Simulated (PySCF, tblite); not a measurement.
# C₆H₁₂N₂+ (doublet): geometry, infrared bands and EPR parameters

Aim: predict the infrared bands and EPR parameters of C₆H₁₂N₂+ (doublet) (`C1C[N+]2CCN1CC2`).

Computed with tblite 0.8.0 and PySCF 2.14.0, with density-fitted response routines of our own, on a single molecule in the gas phase. Atoms are numbered from 0 throughout.

### Step 1. The starting structure

20 atoms, charge 1, multiplicity 2; geometry from: force field or distance geometry start.

Bonds of the start (Å): C0–C1 1.57, C1–N2 1.49, N2–C3 1.47, C3–C4 1.56, C4–N5 1.50, N5–C6 1.49, C6–C7 1.55, N5–C0 1.49, C7–N2 1.49, C0–H8 1.09, C0–H9 1.09, C1–H10 1.10, C1–H11 1.08, C3–H12 1.11, C3–H13 1.10, C4–H14 1.09, C4–H15 1.10, C6–H16 1.10, C6–H17 1.09, C7–H18 1.10, C7–H19 1.10.

### Step 2. Geometry optimisation with GFN2-xTB

What the job is given:

```
{"job": {"kind": "relax", "xc": "GFN2-xTB", "basis": "xTB"}, "charge": 1, "multiplicity": 2}
C      1.451300     0.441200    -0.478500
C      0.356900     1.532000    -0.215500
N     -0.924400     0.931400     0.236200
C     -0.638600     0.124000     1.434300
C      0.442000    -0.968600     1.178500
N      0.927600    -0.936000    -0.239000
C     -0.265100    -1.099800    -1.110100
C     -1.340600    -0.014800    -0.830400
H      1.801400     0.519800    -1.511900
H      2.313200     0.621800     0.164500
H      0.715800     2.223200     0.560400
H      0.194200     2.121900    -1.109500
H     -1.567500    -0.358400     1.802100
H     -0.303000     0.776100     2.251500
H      0.032900    -1.953100     1.392200
H      1.288700    -0.824100     1.864500
H     -0.690500    -2.098200    -0.944000
H      0.041600    -1.070400    -2.158500
H     -1.556200     0.540400    -1.750700
H     -2.285000    -0.497700    -0.539200
```

On the command line:

```
> OMP_NUM_THREADS=1 python probes_run.py task.json out
```

The driver reads the jobs from task.json and runs them one after another.

**Question.** This job is followed by: GFN2-xTB harmonic vibrations, gas phase; UKS B3LYP, pcH-1 on C H N, non-relativistic, mean-field spin-orbit, GIAO. Predict these results of the whole session: strongest single infrared mode (GFN2-xTB); zero-point energy (GFN2-xTB); g(iso) (B3LYP); ⟨S²⟩; largest a(iso) (averaged by class).

As calculated:

| quantity | value |
| --- | --- |
| strongest single infrared mode (GFN2-xTB) | 796 cm⁻¹, 183 km/mol |
| zero-point energy (GFN2-xTB) | 112.7 kcal/mol |
| g(iso) (B3LYP) | 2.00433 |
| ⟨S²⟩ | 0.755 (exact 0.75) |
| largest a(iso) (averaged by class) | 14N on N2, N5, 50.8 MHz |

**Reading.** Relaxing lowered the energy by 0.686 eV in 13 steps; the close pair that moved most is C4–N5, from 1.499 to 1.424 Å. No mode is imaginary among the 54: a minimum at this level. The strongest single mode, at 796 cm⁻¹, is spread over many atoms; the largest shares are those of N5, N2. GFN2-xTB is a fitted tight-binding method: band positions and strengths are rough. Its intensities can rank the bands wrongly. The largest spin populations lie on N2 (0.34 e), N5 (0.34 e). The isotropic g lies 2.0 ppt above the free-electron value.
